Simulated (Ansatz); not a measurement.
# CH7AlGaNO: a ladder of functionals and wavefunction methods

The task here is to estimate one member of a computed series from the others.

The runs use Ansatz 0.2.0, Gaussian basis; functionals in def2-TZVPP, the program's frozen cores in correlated methods.

The runs, in order: LDA (SPW92), PBE-D4, revPBE-D4, BLYP-D4, r2SCAN-D4, B97M-V, PBE0-D4, B3LYP-D4, r2SCANh-D4, r2SCAN0-D4, HSE06-D4, BHLYP-D4, CAM-B3LYP-D4, LC-ωPBE, ωB97X-V, ωB97M-V, B2PLYP, PBE-QIDH; CCSD(T)/def2-SVP; CCSD(T)/def2-TZVPP; MP2/def2-QZVPP; extrapolation to the limit; RPA on PBE.

## Structure used throughout

An earlier PBE0-D4 in a triple-zeta def2 set relaxation fixed the geometry.

SMILES `N[CH2][Al]([OH])[GaH2]`, 12 atoms, charge 0, spin multiplicity 1.

Atoms are counted from 1 here; the program's logs count them from 0.

Bond lengths: N1–C2 1.476 Å, N1–H6 1.013 Å, N1–H7 1.013 Å, C2–Al3 1.981 Å, C2–H8 1.096 Å, C2–H9 1.096 Å, Al3–O4 1.704 Å, Al3–Ga5 2.521 Å, O4–H10 0.956 Å, Ga5–H11 1.582 Å, Ga5–H12 1.582 Å. Angles: C2–N1–H6 111.4°, C2–N1–H7 111.5°, H6–N1–H7 106.8°, N1–C2–Al3 112.5°, N1–C2–H8 108.0°, N1–C2–H9 108.0°, Al3–C2–H8 111.9°, Al3–C2–H9 111.9°, H8–C2–H9 104.0°, C2–Al3–O4 125.3°, C2–Al3–Ga5 118.3°, O4–Al3–Ga5 116.4°, Al3–O4–H10 125.5°, Al3–Ga5–H11 123.2°, Al3–Ga5–H12 123.3°, H11–Ga5–H12 113.5°.

Set-up of the first run:

File in.yaml:

```yaml
crystal:
  periodic: [false, false, false]
  atoms:
    - {symbol: N, position_ang: [-0.625841, -0.879633, 1.692918]}
    - {symbol: C, position_ang: [0.361184, 0.192413, 1.457979]}
    - {symbol: Al, position_ang: [0.551010, 0.640937, -0.462538]}
    - {symbol: O, position_ang: [1.597037, 1.826289, -1.097589]}
    - {symbol: Ga, position_ang: [-0.852979, -0.624989, -2.129927]}
    - {symbol: H, position_ang: [-1.544902, -0.616900, 1.357350]}
    - {symbol: H, position_ang: [-0.369312, -1.732084, 1.209326]}
    - {symbol: H, position_ang: [0.063881, 1.063088, 2.053774]}
    - {symbol: H, position_ang: [1.313534, -0.120656, 1.901268]}
    - {symbol: H, position_ang: [2.184684, 2.380004, -0.585889]}
    - {symbol: H, position_ang: [-2.294906, -0.156142, -2.582626]}
    - {symbol: H, position_ang: [-0.383409, -1.972337, -2.814038]}
basis:
  gaussian: {orbitals: def2-TZVPP}
hamiltonian: {xc: lda}
output: {orbitals: {seedname: orbitals}}
```

On the command line:

```sh
> ansatz run in.yaml --threads 4 --pin off --events-out ev --progress --plain --max-ram 10444MiB
```

Steps of the session up to this table: LDA; PBE-D4 (GGA); revPBE-D4 (GGA); BLYP-D4 (GGA); r2SCAN-D4 (meta-GGA); B97M-V (meta-GGA); B3LYP-D4 (hybrid); r2SCANh-D4 (hybrid); r2SCAN0-D4 (hybrid); HSE06-D4 (hybrid); BHLYP-D4 (hybrid); CAM-B3LYP-D4 (range-separated); LC-ωPBE (range-separated); ωB97X-V (range-separated); ωB97M-V (range-separated); B2PLYP (double hybrid); PBE-QIDH (double hybrid).

One of the session's tables, all rows but one given; the rest of the session is left out.

It belongs to the step «Frontier levels by functional». 

```
  functional  HOMO (eV)  LUMO (eV)  gap (eV)
 LDA (SPW92)      -5.07      -3.07      2.00
      PBE-D4      -4.92      -2.79      2.12
   revPBE-D4      -4.85      -2.66      2.19
     BLYP-D4      -4.81      -2.69      2.12
   r2SCAN-D4      -5.11      -2.59      2.52
      B97M-V      -5.22      -2.77      2.45
     PBE0-D4      -6.13      -2.02      4.11
    B3LYP-D4      -5.94      -2.24      3.70
  r2SCANh-D4      -5.58      -2.31      3.26
  r2SCAN0-D4      -6.28      -1.91      4.37
    HSE06-D4      -5.73      -2.39      3.34
    BHLYP-D4      -7.26      -1.23      6.03
CAM-B3LYP-D4          ?          ?         ?
     LC-ωPBE      -8.76       0.07      8.83
     ωB97X-V      -8.43      -0.09      8.34
     ωB97M-V      -8.30      -0.30      8.00
```

Q: Estimate the row for CAM-B3LYP-D4 from the others.

The run gave: HOMO (eV): -7.46; LUMO (eV): -1.08; gap (eV): 6.39. In the column «HOMO (eV)» it lies between ωB97M-V (-8.30) and BHLYP-D4 (-7.26).
